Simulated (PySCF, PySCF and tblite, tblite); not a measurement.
# C₃H₂BrClN₂: a path driven as a shift of bonds, and NMR exchange

How fast is a shift of bonds in C₃H₂BrClN₂ (`Clc1cc(Br)[nH]n1`), and when do the exchanging lines merge?

Computed with tblite 0.8.0 (tight binding) and PySCF 2.14.0 (DFT, with response routines of our own); each step states its level. Atoms count from 0 throughout.

## 1. The molecule as given

9 atoms, charge 0, multiplicity 1; geometry from: force field or distance geometry start.

Bonds of the start (Å): C1–C2 1.39, C1–N6 1.33, C2–C3 1.38, C2–H7 1.09, C3–Br4 1.89, C3–N5 1.37, Cl0–C1 1.71, N5–H8 1.01, N5–N6 1.35.

## 2. GFN2-xTB relaxation, start minimum

What the job is given:

```
{"job": {"xc": "GFN2-xTB", "basis": "xTB", "kind": "relax"}, "charge": 0, "multiplicity": 1}
Cl     2.912100     0.046600     0.162000
C      1.218500    -0.118400     0.038800
C      0.288300     0.913300     0.138800
C     -0.926500     0.288300    -0.023300
Br    -2.644700     1.070000     0.004500
N     -0.658200    -1.044100    -0.178700
N      0.663900    -1.317800    -0.145100
H      0.465000     1.975700     0.289800
H     -1.304800    -1.807500    -0.312000
```

Run with:

```
$ OMP_NUM_THREADS=1 python ens_run.py task.json out
```

One launch serves the whole session.

Output:

```text
step      E/eV     max force
  0    -595.99116    1.699
  1    -596.03211    0.654
  2    -596.04337    0.403
  3    -596.04975    0.238
  4    -596.05202    0.174
  5    -596.05437    0.193
  6    -596.05698    0.239
  7    -596.06036    0.237
  8    -596.06247    0.154
  9    -596.06346    0.089
 10    -596.06394    0.070
 11    -596.06419    0.047
 12    -596.06430    0.025
 13    -596.06434    0.023
 14    -596.06437    0.019
 15    -596.06440    0.017
 16    -596.06442    0.012
 17    -596.06443    0.005
 18    -596.06443    0.002
```

It took 0.11 s on 1 thread of Arm Neoverse V2, shared host.

Relaxing gained 0.073 eV and moved the atoms by 0.05 Å on average (rms).

## 3. Relaxed scan, to the middle

What the job is given:

```
{"job": {"xc": "GFN2-xTB", "basis": "xTB", "coordinate": [["d", [8, 5], 1], ["d", [8, 6], -1]], "kind": "drive"}, "charge": 0, "multiplicity": 1}
Cl     2.916808     0.015427     0.154613
C      1.231600    -0.116088     0.046690
C      0.298612     0.934292     0.138517
C     -0.911413     0.296663    -0.011443
Br    -2.653692     0.966639    -0.012716
N     -0.664200    -1.020104    -0.175914
N      0.639678    -1.281563    -0.142019
H      0.487129     1.975276     0.288825
H     -1.330959    -1.764550    -0.311732
```

Output:

```text
point  coordinate     E/eV
  0     -0.914     -595.99601
  1     -0.793     -595.79117
  2     -0.660     -595.44644
  3     -0.504     -594.95472
  4     -0.291     -594.33058
  5      0.002     -593.97136
```

Run time: 0.54 s. Hardware: 1 thread of Arm Neoverse V2, shared host.

The highest point is number 5, 46.7 kcal/mol above the first.

## 4. Relaxed scan, from the middle, back

What the job is given:

```
{"job": {"xc": "GFN2-xTB", "basis": "xTB", "coordinate": [["d", [8, 5], 1], ["d", [8, 6], -1]], "kind": "drive"}, "charge": 0, "multiplicity": 1}
Cl     2.817184    -0.155547     0.113180
C      1.124627    -0.146687     0.029332
C      0.256731     0.938323     0.132011
C     -1.012698     0.386540    -0.006693
Br    -2.661633     1.259796     0.027800
N     -0.915734    -0.932405    -0.179760
N      0.417806    -1.265366    -0.157384
H      0.508386     1.965226     0.282315
H     -0.480030    -2.040312    -0.306246
```

Output:

```text
point  coordinate     E/eV
  0     -0.221     -594.17985
  1     -0.407     -594.64713
  2     -0.547     -595.09218
  3     -0.660     -595.44566
  4     -0.762     -595.71842
  5     -0.855     -595.91128
  6     -0.944     -596.02644
  7     -1.027     -596.06418
```

Run time: 0.64 s. Hardware: 1 thread of Arm Neoverse V2, shared host.

## 5. Relaxed scan, from the middle, on

job is that of step 4.

Output:

```text
point  coordinate     E/eV
  0      0.230     -594.20809
  1      0.396     -594.66866
  2      0.543     -595.10551
  3      0.661     -595.47155
  4      0.761     -595.73734
  5      0.855     -595.93029
  6      0.943     -596.04357
  7      1.027     -596.08067
```

Run time: 0.74 s. Hardware: 1 thread of Arm Neoverse V2, shared host.

## 6. Nudged elastic band, leg 1

What the job is given:

```
{"job": {"xc": "GFN2-xTB", "basis": "xTB", "kind": "neb"}, "charge": 0, "multiplicity": 1}
Cl     2.930510     0.011586     0.124074
C      1.244496    -0.119355     0.029276
C      0.313137     0.931616     0.130474
C     -0.898511     0.295387    -0.011599
Br    -2.640040     0.966942     0.000536
N     -0.653683    -1.021261    -0.180500
N      0.650185    -1.284002    -0.157055
H      0.504233     1.971944     0.281622
H     -1.322314    -1.764741    -0.312434
```

Output:

```text
image   E - E0 / eV
  0       0.0000
  1       0.4394
  2       1.4336
  3       2.0931
  4       0.7229
  5       0.1277
  6      -0.0164
```

Wall time 2.1 s (1 thread of Arm Neoverse V2, shared host).

The highest point is number 3, 48.3 kcal/mol above the first.

## 7. Saddle search, leg 1

What the job is given:

```
{"job": {"xc": "GFN2-xTB", "basis": "xTB", "kind": "saddle"}, "charge": 0, "multiplicity": 1}
Cl     2.811850    -0.156176     0.103626
C      1.118905    -0.149623     0.030533
C      0.252494     0.936238     0.139641
C     -1.017904     0.385994     0.007338
Br    -2.666231     1.260794     0.049104
N     -0.922545    -0.933758    -0.166540
N      0.410836    -1.267184    -0.151937
H      0.505581     1.962401     0.292475
H     -0.492987    -2.038686    -0.304241
```

Output:

```text
step      E/eV     max force
  0    -593.97130   0.0287
  1    -593.97140   0.0122
  2    -593.97168   0.0248
  3    -593.97277   0.0495
  4    -593.97709   0.0983
  5    -593.97750   0.0991
  6    -593.97479   0.0749
  7    -593.97763   0.1002
  8    -593.98123   0.1240
  9    -593.98553   0.1455
 10    -593.99043   0.1649
 11    -593.99585   0.1821
 12    -594.00171   0.1970
 13    -594.00789   0.2100
 14    -594.01431   0.2194
 15    -594.02087   0.2262
 16    -594.02752   0.2298
 17    -594.03410   0.2320
 18    -594.04058   0.2301
 19    -594.04933   0.2251
 20    -594.06069   0.2105
 21    -594.07429   0.1757
 22    -594.08693   0.1376
 23    -594.09180   0.1077
 24    -594.09236   0.0158
 25    -594.09240   0.0022
lowest wavenumbers (cm-1): -1628.6 131.3 159.8 296.4 305.6 334.4
```

Wall time 1.7 s (1 thread of Arm Neoverse V2, shared host).

Point group C1; 1 imaginary mode, 1629i cm⁻¹, carried by H8. Steps downhill from it reached both ends.

## 8. DFT refinement, start: B3LYP-D3(BJ)/def2-SVP

What the job is given:

```
{"job": {"xc": "B3LYP", "basis": "def2-SVP", "kind": "refine"}, "charge": 0, "multiplicity": 1}
Cl     2.916808     0.015427     0.154613
C      1.231600    -0.116088     0.046690
C      0.298612     0.934292     0.138517
C     -0.911413     0.296663    -0.011443
Br    -2.653692     0.966639    -0.012716
N     -0.664200    -1.020104    -0.175914
N      0.639678    -1.281563    -0.142019
H      0.487129     1.975276     0.288825
H     -1.330959    -1.764550    -0.311732
```

Output:

```text
step      E/eV     max force
  0    -88675.98393   1.0523
  1    -88676.02007   0.1909
  2    -88676.02073   0.0189
  3    -88676.02074   0.0032
```

It took 35 s on 1 thread of Arm Neoverse V2, shared host; peak memory 0.63 GiB.

Gain 0.037 eV; displacement 0.02 Å root mean square.

DFT refinement, saddle of leg 1: B3LYP-D3(BJ)/def2-SVP:

What the job is given:

```
{"job": {"xc": "B3LYP", "basis": "def2-SVP", "kind": "refine"}, "charge": 0, "multiplicity": 1}
Cl     2.799728    -0.183357     0.062493
C      1.103612    -0.183411     0.077567
C      0.247705     0.914972     0.102489
C     -1.021411     0.348660     0.057645
Br    -2.666257     1.232178     0.009363
N     -0.955836    -0.982538     0.072494
N      0.410732    -1.325769     0.086644
H      0.502978     1.949948     0.180419
H     -0.421251    -1.770683    -0.649114
```

Output:

```text
step      E/eV     max force
  0    -88673.64452   1.3928
  1    -88673.75687   0.4079
  2    -88673.75249   0.2462
  3    -88673.76496   0.0962
  4    -88673.76518   0.0204
  5    -88673.76519   0.0041
```

It took 52 s on 1 thread of Arm Neoverse V2, shared host; peak memory 0.65 GiB.

The energy fell by 0.121 eV, and the atoms moved 0.06 Å (root mean square).

DFT refinement, end: B3LYP-D3(BJ)/def2-SVP:

What the job is given:

```
{"job": {"xc": "B3LYP", "basis": "def2-SVP", "kind": "refine"}, "charge": 0, "multiplicity": 1}
Cl     2.680988    -0.402037     0.089801
C      0.995880    -0.184430     0.021453
C      0.224045     0.950636     0.132360
C     -1.087561     0.464927    -0.010937
Br    -2.658335     1.466331     0.035062
N     -1.115680    -0.839448    -0.192003
N      0.156505    -1.227766    -0.170906
H      0.537376     1.960137     0.289689
H      0.394794    -2.200234    -0.290126
```

Output:

```text
step      E/eV     max force
  0    -88675.97221   1.0418
  1    -88676.00263   0.1506
  2    -88676.00311   0.0226
  3    -88676.00312   0.0022
```

It took 34 s on 1 thread of Arm Neoverse V2, shared host; peak memory 0.65 GiB.

The energy fell by 0.031 eV, and the atoms moved 0.02 Å (root mean square).

## 9. Shieldings, start: PBE0/pcSseg-1

What the job is given:

```
{"job": {"kind": "nmr", "xc": "PBE0", "basis": "pcSseg-1", "pop": false}, "charge": 0, "multiplicity": 1}
Cl     2.942995     0.014886     0.155097
C      1.228617    -0.125370     0.045298
C      0.295972     0.939876     0.139599
C     -0.921959     0.300058    -0.011365
Br    -2.668104     0.971201    -0.013779
N     -0.663024    -1.023255    -0.176159
N      0.651259    -1.301897    -0.143979
H      0.486007     1.997029     0.292271
H     -1.338201    -1.766534    -0.312162
```

Output:

```text
coarse grid: 44376 points
cycle   1  E = -3258.2763078817  dE =  1.832e-01  |g| = 7.902e-01  |ddm| = 3.324e+00
cycle   2  E = -3258.2353437083  dE =  4.096e-02  |g| = 7.003e-01  |ddm| = 9.309e-01
cycle   3  E = -3258.3066750241  dE = -7.133e-02  |g| = 2.985e-01  |ddm| = 7.302e-01
cycle   4  E = -3258.3256046116  dE = -1.893e-02  |g| = 7.685e-02  |ddm| = 2.582e-01
cycle   5  E = -3258.3266492485  dE = -1.045e-03  |g| = 2.026e-02  |ddm| = 7.923e-02
cycle   6  E = -3258.3267435420  dE = -9.429e-05  |g| = 4.720e-03  |ddm| = 2.093e-02
cycle   7  E = -3258.3267467384  dE = -3.196e-06  |g| = 2.445e-03  |ddm| = 5.984e-03
final grid: 91176 points
cycle   8  E = -3258.3267484501  dE =  3.928e-06  |g| = 4.828e-03  |ddm| = 5.572e-03
cycle   9  E = -3258.3267322220  dE =  1.623e-05  |g| = 9.702e-03  |ddm| = 1.121e-02
cycle  10  E = -3258.3267537202  dE = -2.150e-05  |g| = 3.272e-04  |ddm| = 7.596e-03
cycle  11  E = -3258.3267537462  dE = -2.603e-08  |g| = 4.188e-05  |ddm| = 3.060e-04
cycle  12  E = -3258.3267537465  dE = -3.311e-10  |g| = 1.614e-05  |ddm| = 4.741e-05
converged SCF energy = -3258.3267537465

GIAO shielding tensors (ppm)
atom      isotropic    diamagn.    paramagn.     s11        s22        s33       span
  0 Cl     743.949    1144.493    -400.544    522.434    677.891   1031.523    509.089
  1 C       31.621     249.627    -218.006    -51.538     57.157     89.243    140.781
  2 C       70.392     251.288    -180.896     -1.133     71.724    140.585    141.717
  3 C       52.423     248.905    -196.483    -20.972     70.653    107.587    128.558
  4 Br    2125.080    3119.832    -994.752   1525.558   1927.899   2921.783   1396.225
  5 N       40.588     324.868    -284.280    -63.903     79.763    105.903    169.806
  6 N      -77.469     320.453    -397.922   -312.849    -74.666    155.109    467.957
  7 H       24.968      29.720      -4.752     21.114     25.190     28.599      7.485
  8 H       22.529      31.367      -8.838     16.216     24.239     27.131     10.915
```

Wall time 13 s (1 thread of Arm Neoverse V2, shared host); peak memory 0.85 GiB.

In short: HOMO -7.44 eV, LUMO -0.48 eV; dipole 2.65 D.

## 10. Shieldings, saddle of leg 1: PBE0/pcSseg-1

What the job is given:

```
{"job": {"kind": "nmr", "xc": "PBE0", "basis": "pcSseg-1", "pop": false}, "charge": 0, "multiplicity": 1}
Cl     2.816686    -0.183302     0.034055
C      1.098847    -0.199069     0.090129
C      0.243091     0.905453     0.115873
C     -1.031434     0.335030     0.073492
Br    -2.675114     1.234546    -0.019839
N     -0.984218    -1.005405     0.135124
N      0.422866    -1.358993     0.146586
H      0.509098     1.957931     0.154241
H     -0.399823    -1.686189    -0.729660
```

Output:

```text
coarse grid: 44376 points
cycle   1  E = -3258.1991169604  dE =  1.379e-01  |g| = 7.818e-01  |ddm| = 3.329e+00
cycle   2  E = -3258.1921908542  dE =  6.926e-03  |g| = 5.629e-01  |ddm| = 7.888e-01
cycle   3  E = -3258.2356493952  dE = -4.346e-02  |g| = 2.058e-01  |ddm| = 5.806e-01
cycle   4  E = -3258.2452787101  dE = -9.629e-03  |g| = 5.136e-02  |ddm| = 1.903e-01
cycle   5  E = -3258.2456333757  dE = -3.547e-04  |g| = 1.750e-02  |ddm| = 4.897e-02
cycle   6  E = -3258.2457054789  dE = -7.210e-05  |g| = 4.266e-03  |ddm| = 1.921e-02
cycle   7  E = -3258.2457091506  dE = -3.672e-06  |g| = 9.491e-04  |ddm| = 4.735e-03
final grid: 91176 points
cycle   8  E = -3258.2457434254  dE =  1.531e-07  |g| = 1.324e-03  |ddm| = 2.871e-03
cycle   9  E = -3258.2457429628  dE =  4.626e-07  |g| = 1.951e-03  |ddm| = 3.502e-03
cycle  10  E = -3258.2457438226  dE = -8.598e-07  |g| = 1.404e-04  |ddm| = 2.040e-03
cycle  11  E = -3258.2457438270  dE = -4.427e-09  |g| = 4.114e-05  |ddm| = 1.673e-04
cycle  12  E = -3258.2457438274  dE = -3.693e-10  |g| = 1.242e-05  |ddm| = 4.136e-05
converged SCF energy = -3258.2457438274

GIAO shielding tensors (ppm)
atom      isotropic    diamagn.    paramagn.     s11        s22        s33       span
  0 Cl     720.498    1144.714    -424.215    461.228    712.896    987.371    526.143
  1 C       20.234     250.266    -230.032    -67.100     38.379     89.424    156.524
  2 C       51.139     251.700    -200.561    -30.710     51.717    132.410    163.120
  3 C       22.405     249.273    -226.868    -62.189     38.615     90.790    152.980
  4 Br    2040.028    3119.569   -1079.541   1397.680   1848.538   2873.866   1476.186
  5 N      -45.110     321.597    -366.707   -210.041    -72.510    147.220    357.261
  6 N      -48.876     321.440    -370.317   -211.962    -80.829    146.162    358.124
  7 H       24.061      29.864      -5.803     20.247     23.421     28.515      8.268
  8 H       18.615      23.844      -5.229      7.092     23.855     24.898     17.806
```

Wall time 13 s (1 thread of Arm Neoverse V2, shared host); peak memory 0.78 GiB.

Key values: HOMO -7.90 eV, LUMO -0.91 eV; dipole 2.00 D.

## 11. Shieldings, end: PBE0/pcSseg-1

What the job is given:

```
{"job": {"kind": "nmr", "xc": "PBE0", "basis": "pcSseg-1", "pop": false}, "charge": 0, "multiplicity": 1}
Cl     2.699822    -0.405292     0.090782
C      0.999867    -0.184698     0.021716
C      0.224252     0.956120     0.133085
C     -1.096082     0.456946    -0.012474
Br    -2.675391     1.476318     0.035514
N     -1.136970    -0.853238    -0.194864
N      0.153392    -1.230291    -0.171415
H      0.554526     1.977084     0.292677
H      0.404596    -2.204834    -0.290630
```

Output:

```text
coarse grid: 44376 points
cycle   1  E = -3258.2757335001  dE =  1.820e-01  |g| = 7.865e-01  |ddm| = 3.311e+00
cycle   2  E = -3258.2316029653  dE =  4.413e-02  |g| = 7.086e-01  |ddm| = 9.214e-01
cycle   3  E = -3258.3050178040  dE = -7.341e-02  |g| = 3.056e-01  |ddm| = 7.342e-01
cycle   4  E = -3258.3248681459  dE = -1.985e-02  |g| = 6.823e-02  |ddm| = 2.634e-01
cycle   5  E = -3258.3257004092  dE = -8.323e-04  |g| = 2.304e-02  |ddm| = 7.688e-02
cycle   6  E = -3258.3258245116  dE = -1.241e-04  |g| = 4.033e-03  |ddm| = 2.280e-02
cycle   7  E = -3258.3258263665  dE = -1.855e-06  |g| = 2.296e-03  |ddm| = 5.467e-03
final grid: 91176 points
cycle   8  E = -3258.3258472225  dE =  3.353e-06  |g| = 4.499e-03  |ddm| = 5.388e-03
cycle   9  E = -3258.3258333551  dE =  1.387e-05  |g| = 9.002e-03  |ddm| = 1.040e-02
cycle  10  E = -3258.3258517625  dE = -1.841e-05  |g| = 3.822e-04  |ddm| = 7.041e-03
cycle  11  E = -3258.3258517963  dE = -3.382e-08  |g| = 3.288e-05  |ddm| = 3.550e-04
cycle  12  E = -3258.3258517965  dE = -2.042e-10  |g| = 1.613e-05  |ddm| = 4.154e-05
converged SCF energy = -3258.3258517965

GIAO shielding tensors (ppm)
atom      isotropic    diamagn.    paramagn.     s11        s22        s33       span
  0 Cl     761.987    1144.949    -382.962    528.736    742.334   1014.891    486.155
  1 C       47.227     250.054    -202.826    -26.323     64.155    103.850    130.173
  2 C       70.859     251.238    -180.379      1.322     71.268    139.986    138.664
  3 C       34.457     248.248    -213.791    -46.830     60.780     89.422    136.252
  4 Br    2088.278    3119.581   -1031.303   1534.568   1780.556   2949.710   1415.142
  5 N      -76.127     320.864    -396.991   -308.717    -74.382    154.716    463.433
  6 N       40.658     324.818    -284.160    -61.165     74.945    108.193    169.358
  7 H       24.968      29.695      -4.728     21.095     25.418     28.390      7.296
  8 H       22.456      31.324      -8.868     16.770     24.032     26.565      9.795
```

Run time: 13 s. Hardware: 1 thread of Arm Neoverse V2, shared host; peak memory 0.84 GiB.

In short: HOMO -7.40 eV, LUMO -0.29 eV; dipole 2.30 D.

## 12. Barriers, rates and exchange

What the job is given:

```
{"job": {"smiles": "Clc1cc(Br)[nH]n1", "charge": 0, "mult": 1, "motion": "shift", "what": "1,2-shift in an azole", "atoms": [8, 5, 6], "drives": [{"terms": [["d", [8, 5], 1], ["d", [8, 6], -1]], "neg": true, "n": 14}], "study": "path", "level": {"kind": "nmr", "xc": "PBE0", "basis": "pcSseg-1"}, "fields": [100, 500, 900], "first": 3, "seed": 926, "refine": {"xc": "B3LYP", "basis": "def2-SVP"}, "kind": "path"}, "charge": 0, "multiplicity": 1}
Cl     2.916808     0.015427     0.154613
C      1.231600    -0.116088     0.046690
C      0.298612     0.934292     0.138517
C     -0.911413     0.296663    -0.011443
Br    -2.653692     0.966639    -0.012716
N     -0.664200    -1.020104    -0.175914
N      0.639678    -1.281563    -0.142019
H      0.487129     1.975276     0.288825
H     -1.330959    -1.764550    -0.311732
```

Output:

```text
stationary points (kcal/mol above the start)
  n  kind          group   xTB      DFT    lowest mode
  0  minimum      Cs       0.00     0.00     129.7
  1  saddle       C1      45.48    50.90   -1628.6
  2  minimum      Cs      -0.38     0.59     130.6

GFN2-xTB energies: T/K, barrier G, reaction G (kcal/mol), k forward, k back (1/s)
 150.00    41.42    -0.35   2.84e-48   8.87e-49
 200.00    41.42    -0.35   4.61e-33   1.93e-33
 250.00    41.42    -0.35   6.46e-24   3.22e-24
 298.15    41.42    -0.34   5.39e-18   3.01e-18
 350.00    41.43    -0.34   1.97e-13   1.21e-13
 400.00    41.44    -0.34   3.83e-10   2.49e-10
 500.00    41.46    -0.34   1.58e-05   1.13e-05

B3LYP-D3(BJ)/def2-SVP energies: T/K, barrier G, reaction G (kcal/mol), k forward, k back (1/s)
 150.00    47.95     0.44   8.47e-58   3.68e-57
 200.00    47.96     0.44    3.3e-40   9.96e-40
 250.00    47.96     0.44   1.24e-29   3.01e-29
 298.15    47.96     0.44   8.68e-23   1.83e-22
 350.00    47.97     0.44   1.63e-17   3.08e-17
 400.00    47.97     0.44   1.03e-13   1.79e-13
 500.00    47.99     0.45   2.19e-08   3.44e-08

PBE0/pcSseg-1 + D3(BJ) energies: T/K, barrier G, reaction G (kcal/mol), k forward, k back (1/s)
 150.00    46.84     0.62    3.6e-56   2.89e-55
 200.00    46.84     0.62    5.5e-39   2.63e-38
 250.00    46.84     0.62   1.18e-28   4.13e-28
 298.15    46.84     0.62   5.73e-22   1.64e-21
 350.00    46.85     0.63   8.14e-17      2e-16
 400.00    46.86     0.63   4.18e-13   9.21e-13
 500.00    46.88     0.63   6.76e-08   1.27e-07
```

It took 2.8 min on 1 thread of Arm Neoverse V2, shared host; peak memory 0.85 GiB. This counts the whole study up to here.

Barriers by level (kcal/mol; entropies in cal/(mol K)). Zero-point and thermal terms come from xTB in every row. ΔG‡ leaves symmetry out; the rate counts equivalent paths (a factor of 2); effective ΔG‡, where given, is the barrier that would give that rate by Eyring's equation alone:

```tsv
level	ΔE‡	with zero-point	ΔH‡	ΔS‡	ΔG‡ (298 K)	ΔE of reaction	k at 298 K (1/s)	effective ΔG‡
GFN2-xTB	45.48	41.42	41.39	-0.1	41.42	-0.38	5.4e-18	41.01
B3LYP-D3(BJ)/def2-SVP	52.01	47.96	47.93	-0.1	47.96	0.41	8.7e-23	47.55
PBE0/pcSseg-1 + D3(BJ)	50.90	46.84	46.81	-0.1	46.84	0.59	5.7e-22	46.43
```

Sites that the driver pairs across this motion, and where their lines would merge (no couplings; faster rotations or exchange between molecules can average them sooner):

```tsv
nucleus	sites: shielding (ppm)	proton frequency (MHz)	spread (Hz)	coalescence (K)	lines at 298 K
15N	N6: -77.5; N6 (end): 40.7	900	10780	above 800	–
15N	N5: 40.6; N5 (end): -76.1	900	10651	above 800	–
13C	C3: 52.4; C3 (end): 34.5	900	4066	above 800	–
13C	C1: 31.6; C1 (end): 47.2	900	3533	above 800	–
13C	C2: 70.4; C2 (end): 70.9	900	106	above 800	–
1H	H8: 22.53; H8 (end): 22.46	900	66	above 800	–
```

Rows that set an atom against itself at the end compare its shielding in the two forms.

## 13. Outcome

```
                        quantity                               value
barrier (PBE0/pcSseg-1 + D3(BJ))  ΔE‡ 50.9, ΔG‡(298 K) 46.8 kcal/mol
              barrier (GFN2-xTB)                   ΔE‡ 45.5 kcal/mol
                   rate at 298 K                         5.7e-22 s⁻¹
                 end of the path         0.6 kcal/mol from the start
```

In words: DFT puts the top 50.9 kcal/mol above the start (xTB: 45.5); the rate from the DFT barrier is 5.7e-22 s⁻¹ at 298 K. An error of 1.4 kcal/mol changes that rate tenfold. The moving atom is hydrogen and the barrier is narrow, so tunnelling, which is left out, should speed the exchange.
